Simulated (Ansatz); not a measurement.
**B2Ge (triplet): wave-function methods side by side at a displaced geometry (v1), cc-pVDZ**

One table from this session's results is given with a row withheld; the runs are named, their logs left out.

Program: Ansatz 0.2.0, Gaussian basis. Level of theory: cc-pVDZ, core rule «outside noble gas», up to 16 orbitals frozen. These are calculated values, not measurements.

Plan: UHF; CCSD(T) on ROHF; CCSD(T) on UHF; BCCD(T) on ROHF; CISD as a restricted active space (open shells left free, so some higher excitations enter); CCSDT(Q) on ROHF; CCSDT(Q) on UHF.

23 further runs of the same task are left out: 6 that didn't finish, 17 set aside as unsound or not needed. Runs told in other sessions of the task aren't counted.

## The system

The geometry is a PBE0/def2-TZVP stationary point (not a proven minimum) with its atoms shifted at random (size 0.040 Å). No spin-orbit coupling is included. The filled d shell of Ge may be among the frozen orbitals whatever the setting's name suggests.

3 atoms, charge 0, spin multiplicity 3.

Atoms are counted from 1 here; the program's logs count them from 0.

Bond lengths: B1–B2 1.530 Å, B2–Ge3 1.900 Å. Angles: B1–B2–Ge3 177.2°.

Set-up of the first run:

Input file in.yaml:

```yaml
crystal:
  periodic: [false, false, false]
  atoms:
    - {symbol: B, position_ang: [-0.015433, -0.009008, -1.653060]}
    - {symbol: B, position_ang: [-0.016266, -0.025151, -0.122713]}
    - {symbol: Ge, position_ang: [0.031698, 0.034159, 1.775773]}
basis:
  gaussian: {orbitals: cc-pVDZ}
magnetization: {spin_polarized: true, initial_magnetization: 2}
hamiltonian: {xc: hf}
output: {orbitals: {seedname: orbitals}}
```

Command:

```
$ ansatz run in.yaml --threads 1 --pin off --events-out ev --progress --plain --max-ram 2393MiB
```

Steps of the session up to this table: UHF; CCSD(T) on ROHF; CCSD(T) on UHF; BCCD(T) on ROHF; CISD as a restricted active space (open shells left free, so some higher excitations enter); CCSDT(Q) on ROHF; CCSDT(Q) on UHF.

One table of the session follows, with a row left open; its other results are not shown here.

It belongs to the step «Misses and costs». 

| method | from RCCSDT(Q) (kcal/mol) |
| --- | --- |
| ROHF | +152.56 |
| RMP2 | ? |
| UMP2 | +38.44 |
| CISD | +27.15 |
| RCCSD | +12.83 |
| UCCSD | +13.30 |
| RCCSD(T) | +3.39 |
| UCCSD(T) | +3.49 |
| BCCD(T) | +3.37 |
| RCCSDT | +1.24 |
| UCCSDT | +1.28 |
| RCCSDT(Q) | 0 |
| UCCSDT(Q) | -0.24 |

**Question.** Estimate the row for RMP2.

As computed: from RCCSDT(Q) (kcal/mol): +36.32. In the column «from RCCSDT(Q) (kcal/mol)» it lies between CISD (+27.15) and UMP2 (+38.44).

Left out of the table: UHF (another determinant or state than the rows shown).

Caveats from the session: The determinant of HF (⟨S²⟩ 2.75) is far from a pure spin state, so its energy mixes those of several spin states; that is harmless only where they are near-degenerate. Warnings: spin contamination; coupled cluster took another determinant than the lowest; large T1 diagnostic. Restricted and unrestricted rows rest on different reference determinants; a gap between their highest levels can come from leftover correlation error, from unlike frozen cores or from another state.
